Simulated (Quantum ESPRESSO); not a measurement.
# NbSi (Fm-3m) in Quantum ESPRESSO: further runs

Aim: see how the results for NbSi move with the level of theory and the settings. Levels: PBEsol, BLYP, revPBE, PW91, vdW-DF-cx. Tasks: phonons.

Program: Quantum ESPRESSO 7.5. These are calculated values, not measurements. Logs are shortened: lines on timing, memory, paths and dates and some standing lists are left out, and cuts for length are marked.

### Step 1. Starting point

The structure is cubic, space group Fm-3m (No. 225). Conventional cell: a = 5.148 Å, b = 5.148 Å, c = 5.148 Å, α = 90.00°, β = 90.00°, γ = 90.00°. Nb (site symmetry m-3m) is surrounded by 6 Si at 2.57 Å. Si (site symmetry m-3m) is surrounded by 6 Nb at 2.57 Å.

The cell was built by a generator and needn't be a form met in nature.

### Step 2. Phonons, PBEsol

The input, pw.in:

```
&CONTROL
  calculation = 'scf'
  prefix = 'pwscf'
  outdir = './tmp'
  pseudo_dir = './pseudo'
  tprnfor = .true.
  tstress = .true.
  disk_io = 'low'
/
&SYSTEM
  ibrav = 0
  nat = 2
  ntyp = 2
  ecutwfc = 45
  ecutrho = 360
  nbnd = 15
  occupations = 'smearing'
  smearing = 'mv'
  degauss = 0.01469973
/
&ELECTRONS
  conv_thr = 4d-10
  electron_maxstep = 120
  mixing_beta = 0.5
/
ATOMIC_SPECIES
Nb    92.9064 nb_pbesol_v1.uspp.F.UPF
Si    28.0850 si_pbesol_v1.uspp.F.UPF
CELL_PARAMETERS angstrom
   0.0000000000    2.5738300000    2.5738300000
   2.5738300000    0.0000000000    2.5738300000
   2.5738300000    2.5738300000    0.0000000000
ATOMIC_POSITIONS angstrom
Nb     0.0000000000    0.0000000000    0.0000000000
Si     2.5738300000    2.5738300000    2.5738300000
K_POINTS automatic
9 9 9 0 0 0
```

The input, relax.in:

```
&CONTROL
  calculation = 'vc-relax'
  prefix = 'pwscf'
  outdir = './tmp'
  pseudo_dir = './pseudo'
  tprnfor = .true.
  tstress = .true.
  disk_io = 'low'
  nstep = 40
  forc_conv_thr = 0.0001
  etot_conv_thr = 1d-06
/
&SYSTEM
  ibrav = 0
  nat = 2
  ntyp = 2
  ecutwfc = 45
  ecutrho = 360
  nbnd = 15
  occupations = 'smearing'
  smearing = 'mv'
  degauss = 0.01469973
/
&ELECTRONS
  conv_thr = 4d-10
  electron_maxstep = 120
  mixing_beta = 0.5
/
&IONS
  ion_dynamics = 'bfgs'
/
&CELL
  cell_dynamics = 'bfgs'
  press = 0
  press_conv_thr = 0.2
/
ATOMIC_SPECIES
Nb    92.9064 nb_pbesol_v1.uspp.F.UPF
Si    28.0850 si_pbesol_v1.uspp.F.UPF
CELL_PARAMETERS angstrom
   0.0000000000    2.5738300000    2.5738300000
   2.5738300000    0.0000000000    2.5738300000
   2.5738300000    2.5738300000    0.0000000000
ATOMIC_POSITIONS angstrom
Nb     0.0000000000    0.0000000000    0.0000000000
Si     2.5738300000    2.5738300000    2.5738300000
K_POINTS automatic
9 9 9 0 0 0
```

The input, scf2.in:

```
&CONTROL
  calculation = 'scf'
  prefix = 'pwscf'
  outdir = './tmp'
  pseudo_dir = './pseudo'
  tprnfor = .true.
  tstress = .true.
  disk_io = 'low'
/
&SYSTEM
  ibrav = 0
  nat = 2
  ntyp = 2
  ecutwfc = 45
  ecutrho = 360
  nbnd = 15
  occupations = 'smearing'
  smearing = 'mv'
  degauss = 0.01469973
/
&ELECTRONS
  conv_thr = 1d-13
  electron_maxstep = 120
  mixing_beta = 0.5
  startingpot = 'file'
  startingwfc = 'file'
/
ATOMIC_SPECIES
Nb    92.9064 nb_pbesol_v1.uspp.F.UPF
Si    28.0850 si_pbesol_v1.uspp.F.UPF
CELL_PARAMETERS angstrom
   0.0000000000    2.5470738059    2.5470738059
   2.5470738059    0.0000000000    2.5470738059
   2.5470738059    2.5470738059    0.0000000000
ATOMIC_POSITIONS angstrom
Nb     0.0000000000    0.0000000000    0.0000000000
Si     2.5470738059    2.5470738059    2.5470738059
K_POINTS automatic
9 9 9 0 0 0
```

The input, ph.in:

```
phonons of NbSi
&INPUTPH
  prefix = 'pwscf'
  outdir = './tmp'
  tr2_ph = 1d-18
  fildyn = 'dyn'
  niter_ph = 90
  alpha_mix(1) = 0.4
/
0.0000000000 0.0000000000 0.0000000000
```

The input, dynmat.in:

```
&INPUT
  fildyn = 'dyn'
  asr = 'crystal'
  filout = 'dynmat.disp'
  fileig = 'dynmat.eig'
/
```

Potentials or basis: GBRV 1.5 PBEsol.

The run is started by

```console
$ OMP_NUM_THREADS=1 pw.x -in pw.in > pw.out
$ OMP_NUM_THREADS=1 pw.x -in relax.in > relax.out
$ OMP_NUM_THREADS=1 pw.x -in scf2.in > scf2.out
$ OMP_NUM_THREADS=1 ph.x -in ph.in > ph.out
$ OMP_NUM_THREADS=1 dynmat.x -in dynmat.in > dynmat.out
```

pw.out:

```text
This program is part of the open-source Quantum ESPRESSO suite
     for quantum simulation of materials; please cite
[... 9 lines left out ...]
     --------------------
     sticks:   dense  smooth     PW     G-vecs:    dense   smooth      PW
     Sum        1159     583    187                26469     9377    1639

     Using Slab Decomposition

     bravais-lattice index     =            0
     lattice parameter (alat)  =       6.8785  a.u.
     unit-cell volume          =     230.1263 (a.u.)^3
     number of atoms/cell      =            2
     number of atomic types    =            2
     number of electrons       =        17.00
     number of Kohn-Sham states=           15
     kinetic-energy cutoff     =      45.0000  Ry
     charge density cutoff     =     360.0000  Ry
     scf convergence threshold =      4.0E-10
     mixing beta               =       0.5000
     number of iterations used =            8  plain     mixing
     Exchange-correlation= SLA  PW   PSX  PSC
                           (   1   4  10   8   0   0   0)

     celldm(1)=   6.878500  celldm(2)=   0.000000  celldm(3)=   0.000000
     celldm(4)=   0.000000  celldm(5)=   0.000000  celldm(6)=   0.000000

[... 8 lines left out ...]
               b(3) = (  0.707107  0.707107 -0.707107 )

     PseudoPot. # 1 for Nb read from file:
     nb_pbesol_v1.uspp.F.UPF
     Pseudo is Ultrasoft + core correction, Zval = 13.0
     Generated by new atomic code, or converted to UPF format
     Using radial grid of  887 points,  6 beta functions with:
                l(1) =   0
                l(2) =   0
                l(3) =   1
                l(4) =   1
                l(5) =   2
                l(6) =   2
     Q(r) pseudized with  6 coefficients,  rinner =    1.000   1.000   1.000
                                                       1.000   1.000

     PseudoPot. # 2 for Si read from file:
     si_pbesol_v1.uspp.F.UPF
     Pseudo is Ultrasoft + core correction, Zval =  4.0
     Generated by new atomic code, or converted to UPF format
     Using radial grid of  899 points,  6 beta functions with:
                l(1) =   0
                l(2) =   0
                l(3) =   1
                l(4) =   1
                l(5) =   2
                l(6) =   2
     Q(r) pseudized with  8 coefficients,  rinner =    0.900   0.900   0.900
                                                       0.900   0.900

     atomic species   valence    mass     pseudopotential
     Nb               13.00    92.90640     Nb( 1.00)
     Si                4.00    28.08500     Si( 1.00)

     48 Sym. Ops., with inversion, found

   Cartesian axes

     site n.     atom                  positions (alat units)
         1        Nb     tau(   1) = (   0.0000000   0.0000000   0.0000000  )
         2        Si     tau(   2) = (   0.7071068   0.7071068   0.7071068  )

     number of k points=    35  Marzari-Vanderbilt smearing, width (Ry)=  0.0147
                       cart. coord. in units 2pi/alat
        k(    1) = (   0.0000000   0.0000000   0.0000000), wk =   0.0027435
        k(    2) = (   0.0785674   0.0785674  -0.0785674), wk =   0.0219479
        k(    3) = (   0.1571348   0.1571348  -0.1571348), wk =   0.0219479
        k(    4) = (   0.2357023   0.2357023  -0.2357023), wk =   0.0219479
        k(    5) = (   0.3142697   0.3142697  -0.3142697), wk =   0.0219479
        k(    6) = (   0.1571348   0.0000000  -0.0000000), wk =   0.0164609
[... 27 lines left out ...]
        k(   34) = (  -0.0000000  -0.4714045   0.6285394), wk =   0.0658436
        k(   35) = (  -0.0785674  -0.3928371   0.7071068), wk =   0.0658436

     Dense  grid:    26469 G-vectors     FFT dimensions: (  45,  45,  45)

     Smooth grid:     9377 G-vectors     FFT dimensions: (  30,  30,  30)

     Initial potential from superposition of free atoms

     starting charge      16.9969, renormalised to      17.0000
     Starting wfcs are   17 randomized atomic wfcs

     Self-consistent Calculation

     iteration #  1     ecut=    45.00 Ry     beta= 0.50
     Davidson diagonalization with overlap
     ethr =  1.00E-02,  avg # of iterations =  4.9

     total energy              =    -127.41693572 Ry
     estimated scf accuracy    <       0.31419611 Ry

     iteration #  2     ecut=    45.00 Ry     beta= 0.50
     Davidson diagonalization with overlap
     ethr =  1.85E-03,  avg # of iterations =  2.2

     total energy              =    -127.50563932 Ry
     estimated scf accuracy    <       0.09709444 Ry

     iteration #  3     ecut=    45.00 Ry     beta= 0.50
     Davidson diagonalization with overlap
     ethr =  5.71E-04,  avg # of iterations =  1.4

     total energy              =    -127.52459105 Ry
     estimated scf accuracy    <       0.00190378 Ry

     iteration #  4     ecut=    45.00 Ry     beta= 0.50
     Davidson diagonalization with overlap
     ethr =  1.12E-05,  avg # of iterations =  5.0

     total energy              =    -127.52495036 Ry
     estimated scf accuracy    <       0.00013382 Ry

     iteration #  5     ecut=    45.00 Ry     beta= 0.50
     Davidson diagonalization with overlap
     ethr =  7.87E-07,  avg # of iterations =  2.8

     total energy              =    -127.52496705 Ry
     estimated scf accuracy    <       0.00001178 Ry

     iteration #  6     ecut=    45.00 Ry     beta= 0.50
     Davidson diagonalization with overlap
     ethr =  6.93E-08,  avg # of iterations =  2.9

     total energy              =    -127.52496991 Ry
     estimated scf accuracy    <       0.00000044 Ry

     iteration #  7     ecut=    45.00 Ry     beta= 0.50
     Davidson diagonalization with overlap
     ethr =  2.57E-09,  avg # of iterations =  3.0

     total energy              =    -127.52497016 Ry
     estimated scf accuracy    <       0.00000015 Ry

     iteration #  8     ecut=    45.00 Ry     beta= 0.50
     Davidson diagonalization with overlap
     ethr =  8.91E-10,  avg # of iterations =  1.6

     total energy              =    -127.52497019 Ry
     estimated scf accuracy    <          1.2E-09 Ry

     iteration #  9     ecut=    45.00 Ry     beta= 0.50
     Davidson diagonalization with overlap
     ethr =  6.91E-12,  avg # of iterations =  3.8

     End of self-consistent calculation

          k = 0.0000 0.0000 0.0000 (  1211 PWs)   bands (ev):

   -41.2547 -17.3041 -17.3041 -17.3041   3.2693  12.6670  12.6670  12.6670
    13.2329  13.2329  16.3617  16.3617  16.3617  22.1741  23.3167

          k = 0.0786 0.0786-0.0786 (  1203 PWs)   bands (ev):

   -41.2527 -17.3294 -17.3073 -17.3073   3.5057  12.2372  12.5409  12.5409
    13.0500  13.0500  16.1165  17.1468  17.1468  22.5429  23.9291

          k = 0.1571 0.1571-0.1571 (  1179 PWs)   bands (ev):

   -41.2476 -17.3929 -17.3152 -17.3152   4.1844  11.1368  11.7741  11.7741
    13.5528  13.5528  15.8007  18.7630  18.7630  22.0878  24.8931

          k = 0.2357 0.2357-0.2357 (  1167 PWs)   bands (ev):

   -41.2418 -17.4640 -17.3242 -17.3242   5.2154   9.7297  11.1283  11.1283
    14.3683  14.3683  15.8539  20.1516  20.4612  20.4612  23.1166

          k = 0.3143 0.3143-0.3143 (  1176 PWs)   bands (ev):

   -41.2381 -17.5100 -17.3302 -17.3302   6.3982   8.3509  10.7861  10.7861
    15.0924  15.0924  16.2931  18.5615  20.9427  20.9427  22.8128

          k = 0.1571 0.0000-0.0000 (  1195 PWs)   bands (ev):

   -41.2520 -17.3283 -17.3129 -17.3129   3.5782  12.1480  12.3689  12.6589
    12.6589  13.3437  16.7069  16.7069  17.2450  22.7251  24.2886

          k = 0.2357 0.0786-0.0786 (  1179 PWs)   bands (ev):

   -41.2480 -17.3751 -17.3228 -17.3191   4.0892  11.2123  11.7540  12.2925
    13.0024  13.6791  16.4071  17.5378  18.7209  22.8664  24.2315

          k = 0.3143 0.1571-0.1571 (  1173 PWs)   bands (ev):

   -41.2424 -17.4408 -17.3323 -17.3293   4.9633  10.0927  11.0967  11.6003
    13.6585  14.4525  16.1648  18.7356  20.3361  21.3638  23.2582

          k = 0.3928 0.2357-0.2357 (  1172 PWs)   bands (ev):

   -41.2380 -17.4923 -17.3408 -17.3370   6.0359   8.8685  10.7457  11.0794
    14.4741  15.1557  16.2277  19.2389  19.5893  21.4273  22.8340

          k =-0.2357-0.3928 0.3928 (  1173 PWs)   bands (ev):

   -41.2368 -17.5066 -17.3482 -17.3346   6.6029   8.2612  10.7104  10.8567
    15.1090  15.1383  16.1987  18.8888  19.9905  20.5467  23.3456

          k =-0.1571-0.3143 0.3143 (  1163 PWs)   bands (ev):

   -41.2392 -17.4776 -17.3474 -17.3263   5.7050   9.2554  10.9448  10.9621
    14.3694  14.9582  16.1799  19.1670  19.7102  22.2898  22.5077

          k =-0.0786-0.2357 0.2357 (  1177 PWs)   bands (ev):

   -41.2444 -17.4193 -17.3381 -17.3160   4.6591  10.5870  11.3752  11.3826
    13.5552  14.2769  16.2529  18.0680  20.5616  21.4660  23.1458

          k =-0.0000-0.1571 0.1571 (  1175 PWs)   bands (ev):

   -41.2496 -17.3604 -17.3222 -17.3084   3.8834  11.8209  11.8808  12.0405
    13.0101  13.5904  16.5125  16.9187  18.6396  22.9049  23.7069

          k = 0.3143 0.0000-0.0000 (  1182 PWs)   bands (ev):

   -41.2453 -17.3869 -17.3353 -17.3353   4.3760  10.6250  11.7251  12.7831
    12.7831  13.6389  17.2381  17.2381  18.5438  23.3946  23.8801

          k = 0.3928 0.0786-0.0786 (  1170 PWs)   bands (ev):
[... 36 lines left out ...]
   -41.2329 -17.4692 -17.4090 -17.3644   5.9661   9.9086  10.4791  11.9887
    13.8178  15.4841  16.1413  17.2761  17.6766  21.8417  24.1380

          k =-0.0000-0.4714 0.4714 (  1152 PWs)   bands (ev):

   -41.2334 -17.4456 -17.4382 -17.3525   6.2822   9.3896  10.4041  11.4213
    14.4501  15.0466  16.8317  16.8345  18.9806  21.6298  23.7124

          k = 0.6285 0.0000-0.0000 (  1170 PWs)   bands (ev):

   -41.2329 -17.4867 -17.3772 -17.3772   5.5188  10.2974  10.7776  13.8279
    13.8279  14.2652  16.0734  16.0734  17.3347  20.6722  25.1962

          k =-0.0000-0.6285 0.6285 (  1172 PWs)   bands (ev):

   -41.2322 -17.4850 -17.3906 -17.3759   5.6582  10.4155  10.6201  12.9456
    13.7490  15.5720  15.7793  16.0068  17.1037  21.2152  24.8914

          k = 0.3143 0.1571-0.0000 (  1178 PWs)   bands (ev):

   -41.2437 -17.4117 -17.3460 -17.3247   4.6716  10.4695  11.3206  11.8589
    13.2838  14.2792  16.8797  17.3065  20.0390  22.2485  23.0903

          k = 0.3928 0.2357-0.0786 (  1170 PWs)   bands (ev):

   -41.2389 -17.4563 -17.3651 -17.3346   5.5132   9.6295  10.8421  11.3725
    13.9024  15.0568  16.4394  17.9056  20.1350  22.3849  22.5728

          k =-0.2357-0.3928 0.5500 (  1174 PWs)   bands (ev):

   -41.2357 -17.4867 -17.3736 -17.3436   6.3201   8.8251  10.6330  11.1096
    14.6607  15.2876  16.0197  18.6513  19.4292  20.8349  23.6413

          k = 0.4714 0.1571-0.0000 (  1173 PWs)   bands (ev):

   -41.2371 -17.4547 -17.3728 -17.3542   5.4739   9.7964  10.8780  12.0294
    13.6678  14.9574  16.6182  16.9940  19.7570  21.0430  23.9721

          k =-0.1571-0.4714 0.6285 (  1172 PWs)   bands (ev):

   -41.2341 -17.4673 -17.3962 -17.3623   5.9929   9.6309  10.5712  11.5507
    14.2570  15.5224  15.9593  17.1396  18.7221  21.9645  23.8351

          k =-0.0786-0.3928 0.5500 (  1174 PWs)   bands (ev):

   -41.2335 -17.4621 -17.4153 -17.3591   6.2826   9.3921  10.4633  11.2844
    14.7250  15.1357  16.0730  17.5122  18.5401  21.8947  23.8778

          k = 0.0000-0.3143 0.4714 (  1172 PWs)   bands (ev):

   -41.2353 -17.4588 -17.4035 -17.3468   6.0815   9.3568  10.5549  11.2105
    14.4527  15.4331  16.3212  17.0652  19.7547  21.7825  23.1469

          k =-0.0786-0.5500 0.7071 (  1168 PWs)   bands (ev):

   -41.2327 -17.4762 -17.3903 -17.3778   5.7484  10.2301  10.6275  12.1679
    14.2686  15.4773  15.8904  16.0962  17.7274  21.5753  24.5546

          k =-0.0000-0.4714 0.6285 (  1169 PWs)   bands (ev):

   -41.2323 -17.4607 -17.4172 -17.3744   6.0207  10.2284  10.3760  11.5249
    14.4073  15.5675  16.2072  16.4029  17.5493  22.7104  24.2667

          k =-0.0786-0.3928 0.7071 (  1170 PWs)   bands (ev):

   -41.2325 -17.4494 -17.4234 -17.3773   6.1437  10.0503  10.4269  11.1102
    15.0860  15.3493  16.1741  16.1871  17.9002  23.3471  23.8784

     the Fermi energy is    13.9037 ev

!    total energy              =    -127.52497019 Ry
     estimated scf accuracy    <          4.3E-11 Ry
     smearing contrib. (-TS)   =       0.00028006 Ry
     internal energy E=F+TS    =    -127.52525025 Ry

     The total energy is F=E-TS. E is the sum of the following terms:
     one-electron contribution =     -27.01869916 Ry
     hartree contribution      =      20.97271666 Ry
     xc contribution           =     -22.63422647 Ry
     ewald contribution        =     -98.84504128 Ry

     convergence has been achieved in   9 iterations

     Forces acting on atoms (cartesian axes, Ry/au):

     atom    1 type  1   force =    -0.00000000    0.00000000    0.00000000
     atom    2 type  2   force =     0.00000000    0.00000000    0.00000000

     Total force =     0.000000     Total SCF correction =     0.000000

     Computing stress (Cartesian axis) and pressure

          total   stress  (Ry/bohr**3)                   (kbar)     P=      -47.58
  -0.00032343   0.00000000   0.00000000          -47.58        0.00        0.00
   0.00000000  -0.00032343   0.00000000            0.00      -47.58        0.00
   0.00000000   0.00000000  -0.00032343            0.00        0.00      -47.58

=------------------------------------------------------------------------------=
   JOB DONE.
=------------------------------------------------------------------------------=
```

It took 4.6 min on 1 thread of Intel Xeon Platinum 8259CL at 2.50GHz (Skylake/Cascade Lake), shared host; peak memory 0.14 GiB.

Results:

| Quantity | Value |
| --- | --- |
| Free energy | -1735.0806 eV |
| Relaxed volume | 16.52 Å³/atom |
| Relaxed cell | a = 3.602 Å, b = 3.602 Å, c = 3.602 Å, α = 60.00°, β = 60.00°, γ = 60.00° |
| Space group after relaxing (to 0.05 Å) | Fm-3m (No. 225) |
| Pressure after relaxing | 0.0 GPa |
| Band gap on the k mesh | none (metal or under the smearing width) |
| Highest phonon frequency at Γ | 380 cm⁻¹ |

The path:
```csv
step,energy change (eV),largest force (eV/Å),pressure (GPa),volume (Å³)
1,0.0000,0.0000,-4.76,34.10
2,-0.0152,0.0000,-1.11,33.28
3,-0.0160,0.0000,0.05,33.04
4,-0.0160,0.0000,0.00,33.05
```

Final structure:
```cif
data_structure
_symmetry_space_group_name_H-M 'P 1'
_symmetry_Int_Tables_number 1
_cell_length_a 3.6021
_cell_length_b 3.6021
_cell_length_c 3.6021
_cell_angle_alpha 60.000
_cell_angle_beta 60.000
_cell_angle_gamma 60.000
_cell_volume 33.05
loop_
_atom_site_label
_atom_site_type_symbol
_atom_site_fract_x
_atom_site_fract_y
_atom_site_fract_z
_atom_site_occupancy
Nb1 Nb 0.00000 0.00000 0.00000 1
Si1 Si 0.50000 0.50000 0.50000 1
```

Levels at points of the mesh, in eV from the Fermi level:
```
           k point  band 5  band 6  band 7  band 8  band 9  band 10  band 11  band 12  band 13  band 14
(0.00, 0.00, 0.00)  -10.80   -1.31   -1.31   -1.31   -0.71    -0.71     2.54     2.54     2.54     8.26
```

Phonon frequencies in cm⁻¹ (negative: imaginary):
| q point | frequencies |
| --- | --- |
| (0.000, 0.000, 0.000) | -6 -6 -6 380 380 380 |

Optical modes at Γ, degenerate ones joined:
```
cm⁻¹  components  symmetry  active in
 380           3       T1u         IR
```

[end of part 1 of 3]
